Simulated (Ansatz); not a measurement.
# ScGaTeSe2: the cost of one run

Computed with Ansatz 0.2.0 (DFT PBE, scalar-relativistic, plane waves, PAW, unless a step's input says otherwise).

2 further runs of the same task are left out: 1 that didn't finish, 1 set aside as unsound or not needed.

## 1. The system as given

Symmetry: P-6m2, No. 187, hexagonal system. Conventional cell: a = 5.338 Å, b = 5.338 Å, c = 5.958 Å, α = 90.00°, β = 90.00°, γ = 120.00°. Sc (site symmetry -6m2) is surrounded by 2 Te at 2.98 Å and 3 Ga at 3.08 Å. Ga (site symmetry -6m2) has 3 Sc at 3.08 Å as nearest neighbours. Te (site symmetry -6m2) has 2 Sc at 2.98 Å as nearest neighbours. Around Se (site symmetry 3m) lie 1 Se at 2.22 Å.

Structure file:

```xyz
5
Lattice="5.3376 0.0000 0.0000 -2.6688 4.6225 0.0000 0.0000 0.0000 5.9584" Properties=species:S:1:pos:R:3 pbc="T T T"
Sc    0.0000    3.0817    0.0000
Ga    0.0000    0.0000    0.0000
Te    0.0000    3.0817    2.9792
Se    2.6688    1.5408    1.8711
Se    2.6688    1.5408    4.0873
```

The cell is invented: random cell by space group and Wyckoff sites (P-6m2, No. 187). Its size is a rough estimate.

## 2. Probe: one point on a coarse mesh

Contents of input.yaml:

```yaml
crystal:
  lattice:
    - [5.33758569, 0.0, 0.0]
    - [-2.66879285, 4.62248481, 0.0]
    - [0.0, 0.0, 5.9583764]
  atoms:
    - { symbol: Sc, position: [0.33333333, 0.66666667, 0.0] }
    - { symbol: Ga, position: [0.0, 0.0, 0.0] }
    - { symbol: Te, position: [0.33333333, 0.66666667, 0.5] }
    - { symbol: Se, position: [0.66666667, 0.33333333, 0.31402394] }
    - { symbol: Se, position: [0.66666667, 0.33333333, 0.68597606] }
basis:
  ecutwfc: 420
kpoints:
  mp_grid: { grid: [6, 6, 4] }
hamiltonian:
  xc: pbe
scf:
  occupations: { method: gaussian, width: 0.1 }
  lower_state_search: "off"
output:
  forces: true
  stress: true
  eigenvalues: true
```

Run with:

```console
$ ansatz run input.yaml --threads 1 --pin off --max-ram 2560MiB --backend cpu --events-out ev --progress --plain --runs-dir out
```

Q: Estimate wall time and peak memory on 1 thread of Intel Xeon at 2.70GHz, shared host.

About 12 s, with a peak of 0.47 GiB.
